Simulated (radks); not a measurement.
# Co⁶⁺ in [Ar] 3d1 4p2: an all-electron calculation

The task here is to estimate one member of a computed series from the others.

Program: radks (a radial shooting solver on a logarithmic mesh, Libxc functionals) version 1. Level of theory: scalar-relativistic Kohn-Sham, LDA (Slater exchange, Perdew-Wang correlation), spin-polarised, spherical densities, point nucleus; open shells are filled with parallel spins first. These are calculated values, not measurements, unless marked.

## The system

```
element       : cobalt (Z = 27)
charge        : +6
electrons     : 21
configuration : [Ar] 3d1 4p2
```

The outer shells:

Co⁶⁺
```
[Ar] core
3d [↑ ][  ][  ][  ][  ]
4p [↑ ][↑ ][  ]
```

The first run:

The run's settings:

```text
Z 27
configuration [Ar] 3d1 4p2 4s0 4d0
relativity scalar-relativistic
functional lda,pw
spin polarised
nucleus point
c 137.035999084
```

One of the session's tables, all rows but one given; the rest of the session is left out.

It belongs to the step «Radial structure». Radial moments (bohr):

| level | <r> | outermost maximum (interpolated) | 90 % within | nodes |
| --- | --- | --- | --- | --- |
| 1s up | 0.05630 | 0.0368 | 0.101 | 0 |
| 1s down | 0.05630 | 0.0368 | 0.101 | 0 |
| 2s up | 0.2559 | 0.214 | 0.396 | 1 |
| 2s down | 0.2557 | 0.214 | 0.396 | 1 |
| 2p up | 0.2252 | 0.172 | 0.369 | 0 |
| 2p down | 0.2250 | 0.172 | 0.368 | 0 |
| 3s up | 0.7231 | 0.647 | 1.07 | 2 |
| 3s down | 0.7233 | 0.648 | 1.07 | 2 |
| 3p up | 0.7358 | 0.646 | 1.11 | 1 |
| 3p down | ? | ? | ? | ? |
| 3d up | 0.7338 | 0.578 | 1.17 | 0 |
| 3d down | 0.7327 | 0.579 | 1.16 | 0 |
| 4s up | 1.674 | 1.58 | 2.38 | 3 |
| 4s down | 1.678 | 1.57 | 2.40 | 3 |
| 4p up | 1.783 | 1.68 | 2.55 | 2 |
| 4p down | 1.797 | 1.68 | 2.59 | 2 |
| 4d up | 1.991 | 1.87 | 2.90 | 1 |
| 4d down | 2.038 | 1.89 | 2.99 | 1 |

Estimate the missing values for 3p down.

As computed: <r>: 0.7356; outermost maximum (interpolated): 0.647; 90 % within: 1.11; nodes: 1. In the column «<r>» it lies between 3d up (0.7338) and 3p up (0.7358).
